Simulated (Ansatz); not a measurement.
The system is HfIn4SiO6.

```
Hf In Si O
1.0
     2.71585   -4.70357    0.00833
     2.71585    4.70357    0.00833
    -1.87915    0.00000    7.40127
Hf In Si O
1 4 1 6
Direct
  0.78835 0.21165 0.00000
  0.62175 0.37825 0.50000
  0.45502 0.54498 0.00000
  0.28407 0.71593 0.50000
  0.95814 0.04186 0.50000
  0.12168 0.87832 0.00000
  0.06219 0.11415 0.86666
  0.88585 0.93781 0.13334
  0.79490 0.53784 0.86663
  0.46216 0.20510 0.13337
  0.15352 0.62879 0.13333
  0.37121 0.84648 0.86667
```

The cell was built by a generator and needn't be a form met in nature.

| Property | Result |
| --- | --- |
| Program | Ansatz 0.2.0 |
| Task | relaxation of cell and atoms |
| Functional | r2SCAN |
| Potentials or basis | Ansatz PAW |
| Cutoff | 500 eV (not typed: the program's choice for these potentials) |
| k mesh | 4 × 4 × 3 |
| Occupations | fermi-dirac, width 0.05 eV |
| Spin | no spin polarisation |

At the start: volume 15.77 Å³/atom.

**Question.** Where does the relaxation end?

**Answer.** It ends after 6 steps and the volume is 15.12 Å³/atom (-4.1 %); space group C2 (No. 5, to 0.05 Å).

The path:
```
step  energy change (eV)  largest force (eV/Å)  volume (Å³)
   1              0.0000                0.3094       189.24
   2             -0.0676                0.4108       178.20
   3             -0.1062                0.1951       181.58
   4             -0.1123                0.0362       181.57
   5             -0.1126                0.0088       181.39
   6             -0.1099                0.0088       181.39
```

Final structure:
```
Hf In Si O
1.0
     2.68308   -4.64776    0.01008
     2.68308    4.64776    0.01008
    -1.85129    0.00000    7.26590
Hf In Si O
1 4 1 6
Direct
  0.78825 0.21175 0.00000
  0.62130 0.37870 0.50000
  0.45490 0.54510 0.00000
  0.28548 0.71452 0.50000
  0.95790 0.04210 0.50000
  0.12158 0.87842 0.00000
  0.06295 0.11411 0.86555
  0.88589 0.93705 0.13445
  0.79444 0.53846 0.86557
  0.46154 0.20556 0.13443
  0.15451 0.62989 0.13436
  0.37011 0.84549 0.86564
```

Caveat: the plane-wave basis is chosen anew once the cell has moved, so the energies of steps on either side of that aren't comparable; the PAW data sets come from PBE, with cores solved anew for the run's functional, which leaves a small shift of forces and pressure.
